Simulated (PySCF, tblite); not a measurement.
**C₄H₉ClO₂Si: geometry, infrared bands and NMR shifts**

Wanted: the infrared bands and NMR shifts of C₄H₉ClO₂Si (`C[C@@H]1O[C@@H](CCl)O[SiH2]1`), by calculation.

The runs use tblite 0.8.0 and PySCF 2.14.0, with density-fitted response routines of our own; the level of theory stands in each step. All values are computed, except where a source is named. Atoms count from 0, in the outputs and in this text.

### Step 1. The starting structure

17 atoms, charge 0, multiplicity 1; geometry from: force field or distance geometry start.

Bonds of the start (Å): C0–C1 1.49, C1–O2 1.40, O2–C3 1.37, C3–C4 1.53, C4–Cl5 1.79, C3–O6 1.39, O6–Si7 1.71, Si7–C1 1.87, C0–H8 1.11, C0–H9 1.12, C0–H10 1.10, C1–H11 1.10, C3–H12 1.09, C4–H13 1.12, C4–H14 1.09, Si7–H15 1.45, Si7–H16 1.46.

### Step 2. Geometry optimisation with GFN2-xTB

What the job is given:

```
{"job": {"kind": "relax", "xc": "GFN2-xTB", "basis": "xTB"}, "charge": 0, "multiplicity": 1}
C     -2.078100     0.097900     0.583200
C     -1.073700    -0.641400    -0.225800
O      0.131200    -0.915900     0.431800
C      1.008800     0.113500     0.206800
C      2.311100    -0.307600     0.899400
Cl     3.560100     0.953500     0.680500
O      1.232200     0.246900    -1.157900
Si    -0.404000     0.358900    -1.656600
H     -2.010600     1.199500     0.468800
H     -3.088800    -0.167700     0.177100
H     -2.116600    -0.156600     1.654500
H     -1.515800    -1.563600    -0.635000
H      0.730400     1.071000     0.650000
H      2.682600    -1.287300     0.492100
H      2.087500    -0.450500     1.959300
H     -0.816800     1.749700    -1.595100
H     -0.646600    -0.288200    -2.943200
```

Launch:

```
$ OMP_NUM_THREADS=1 python probes_run.py task.json out
```

This one command runs all jobs of the session in turn.

**Question.** This job is followed by: GFN2-xTB harmonic vibrations, gas phase; GIAO PBE0/pcSseg-1 NMR shielding, non-relativistic, gas phase. What will the session give for the following? strongest single infrared mode (GFN2-xTB); zero-point energy (GFN2-xTB); 13C shifts against TMS (PBE0/pcSseg-1); 1H shifts against TMS (PBE0/pcSseg-1, means over atoms taken as alike); 17O shifts against H2O (PBE0/pcSseg-1); 35Cl shifts against HCl (PBE0/pcSseg-1); 29Si shifts against TMS (PBE0/pcSseg-1).

As calculated:

| quantity | value |
| --- | --- |
| strongest single infrared mode (GFN2-xTB) | 2319 cm⁻¹, 322 km/mol |
| zero-point energy (GFN2-xTB) | 78.4 kcal/mol |
| 13C shifts against TMS (PBE0/pcSseg-1) | 107.5, 68.5, 53.9, 18.3 ppm |
| 1H shifts against TMS (PBE0/pcSseg-1, means over atoms taken as alike) | 5.45, 4.87, 4.76, 4.23, 3.58, 3.28, 1.35 ppm |
| 17O shifts against H2O (PBE0/pcSseg-1) | 115.1, 67.5 ppm |
| 35Cl shifts against HCl (PBE0/pcSseg-1) | 54 ppm |
| 29Si shifts against TMS (PBE0/pcSseg-1) | -10.7 ppm |

**Reading.** Over 87 steps the energy fell by 0.744 eV; of the close pairs, O6–Si7 changed most, 1.714 to 1.635 Å. No mode is imaginary among the 45: a minimum at this level. The strongest single mode, at 2319 cm⁻¹, moves mainly H16. Unscaled tight-binding wavenumbers are off by several per cent, some by more. Its intensities can rank the bands wrongly. The most deshielded hydrogen is H12 (hydrogen on an sp3 carbon bearing two oxygens), at 5.45 ppm: its carbon carries O, which withdraws density. At PBE0/pcSseg-1: The largest span, 326 ppm, is at Cl5, where the paramagnetic term is -249 ppm.
